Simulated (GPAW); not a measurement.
SnO2 (Cassiterite):

```
Sn O
1.0
     4.73800    0.00000    0.00000
     0.00000    4.73800    0.00000
     0.00000    0.00000    3.18650
Sn O
2 4
Direct
  0.00000 0.00000 0.00000
  0.50000 0.50000 0.50000
  0.30710 0.30710 0.00000
  0.19290 0.80710 0.50000
  0.69290 0.69290 0.00000
  0.80710 0.19290 0.50000
```

Base run:

| Property | Result |
| --- | --- |
| Program | GPAW 26.7.0 |
| Functional | PBE |
| Potentials or basis | GPAW PAW data sets (gpaw-data 1.2.1) |
| Cutoff | 600 eV |
| Basis | pw |
| k mesh | 6 × 6 × 8 |
| Occupations | fermi-dirac, width 0.001 eV |
| Spin | no spin polarisation |

Its results: band gap on the k mesh 1.31 eV, direct.

**Question.** The run is repeated on the same cell with these changes: functional from PBE to LDA; potentials or basis from GPAW PAW data sets (gpaw-data 1.2.1) to the program's PAW data sets (release 1.2.1) made for this functional. What comes out?

**Answer.** Band gap on the k mesh 1.16 eV, direct.

Caveats: with so narrow a direct gap the onset needs a denser k mesh; the long-wavelength limit can be off by a per cent or two; spin-orbit coupling is left out, which moves the levels of the heavy elements; an odd mesh through Γ misses points on the zone boundary, where band edges often lie.

Not every run made on this cell is shown here.
